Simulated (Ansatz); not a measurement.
**CH4ClFGeSi: small, medium and large basis sets**

The task here is to estimate one member of a computed series from the others.

The runs use Ansatz 0.2.0, Gaussian basis; one geometry, several basis sets.

Levels to be run: PBE0-D4/def2-SVP; ωB97M-V/def2-SVP; PBE0-D4/def2-QZVPP; ωB97M-V/def2-QZVPP; the functionals' def2-TZVPP values are taken from earlier runs.

### The relaxed structure

All runs share one geometry, relaxed beforehand with PBE0-D4 in a triple-zeta def2 set.

SMILES `F[C@H]1[SiH2][Ge@@H]1[Cl]`, 9 atoms, charge 0, spin multiplicity 1.

Atoms are counted from 1 here; the program's logs count them from 0.

Bond lengths: F1–C2 1.369 Å, C2–Si3 1.905 Å, C2–Ge4 1.997 Å, C2–H6 1.096 Å, Si3–Ge4 2.327 Å, Si3–H7 1.483 Å, Si3–H8 1.483 Å, Ge4–Cl5 2.151 Å, Ge4–H9 1.530 Å. Angles: F1–C2–Si3 124.2°, F1–C2–Ge4 126.9°, F1–C2–H6 110.7°, Si3–C2–Ge4 73.2°, Si3–C2–H6 110.6°, Ge4–C2–H6 105.9°, C2–Si3–Ge4 55.2°, C2–Si3–H7 113.7°, C2–Si3–H8 120.7°, Ge4–Si3–H7 109.6°, Ge4–Si3–H8 131.9°, H7–Si3–H8 113.3°, C2–Ge4–Si3 51.6°, C2–Ge4–Cl5 113.2°, C2–Ge4–H9 121.0°, Si3–Ge4–Cl5 126.5°, Si3–Ge4–H9 121.7°, Cl5–Ge4–H9 109.6°.

Set-up of the first run:

Input file in.yaml:

```yaml
crystal:
  periodic: [false, false, false]
  atoms:
    - {symbol: F, position_ang: [-0.009848, -0.079514, 2.221983]}
    - {symbol: C, position_ang: [0.161088, 0.346048, 0.932442]}
    - {symbol: Si, position_ang: [1.112619, -0.627358, -0.399939]}
    - {symbol: Ge, position_ang: [-1.096218, 0.077214, -0.595045]}
    - {symbol: Cl, position_ang: [-1.777086, 1.921050, -1.467830]}
    - {symbol: H, position_ang: [0.440565, 1.405576, 0.908150]}
    - {symbol: H, position_ang: [1.148142, -2.089937, -0.159472]}
    - {symbol: H, position_ang: [2.375606, -0.096295, -0.968207]}
    - {symbol: H, position_ang: [-2.266369, -0.903083, -0.489281]}
basis:
  gaussian: {orbitals: def2-SVP}
hamiltonian: {xc: pbe0, dispersion: d4}
output: {orbitals: {seedname: orbitals}}
```

Steps of the session up to this table: PBE0-D4 in def2-SVP; ωB97M-V in def2-SVP; PBE0-D4 in def2-QZVPP; ωB97M-V in def2-QZVPP.

One of the session's tables, all rows but one given; the rest of the session is left out.

It belongs to the step «Functionals by basis». 

| functional | basis | HOMO (eV) |
| --- | --- | --- |
| PBE0-D4 | def2-SVP | -7.01 |
| PBE0-D4 | def2-TZVPP | ? |
| PBE0-D4 | def2-QZVPP | -7.11 |
| ωB97M-V | def2-SVP | -9.00 |
| ωB97M-V | def2-TZVPP | -9.10 |
| ωB97M-V | def2-QZVPP | -9.13 |

Q: Estimate the row for PBE0-D4, def2-TZVPP from the others.

**Answer.** HOMO (eV): -7.09. In the column «HOMO (eV)» it lies between PBE0-D4, def2-QZVPP (-7.11) and PBE0-D4, def2-SVP (-7.01).
